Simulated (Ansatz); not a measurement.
Crystal: Ge2Sb2Te5.

```xyz
9
Lattice="6.8391 -3.0660 0.0000 6.8391 3.0660 0.0000 -6.8310 0.0000 6.8476" Properties=species:S:1:pos:R:3 pbc="T T T"
Te    5.4948    0.0000    2.6461
Te    9.5385    0.0000    1.3429
Te    0.0699    0.0000    0.0441
Te   -2.7069    0.0000    5.5452
Te    1.3918    0.0000    4.0888
Sb    8.3181    0.0000    4.0255
Sb   -1.3207    0.0000    2.8579
Ge    2.6055    0.0000    1.2862
Ge    6.7274    0.0000    0.0756
```

The cell comes from a database or a generator and needn't be the stable form of this composition.

Base run:

```yaml
Program: Ansatz 0.2.0
Functional: BLYP
Potentials_or_basis: Ansatz PAW
Cutoff: "420 eV (not typed: the program's choice for these potentials)"
k_mesh: 4 × 4 × 3
Occupations: fermi-dirac, width 0.05 eV
Spin: no spin polarisation
```

Its results: band gap on the k mesh 0.07 eV, direct; pressure 3.6 GPa; largest force 0.195 eV/Å.

Question: The run is repeated on the same cell with these changes: functional from BLYP to RPBE. What comes out?

Answer: Band gap on the k mesh 0.05 eV, direct; pressure 1.2 GPa; largest force 0.158 eV/Å.

Caveats: spin-orbit coupling is left out, which moves the levels of the heavy elements; the PAW data sets come from PBE, with cores solved anew for the run's functional, which leaves a small shift of forces and pressure.
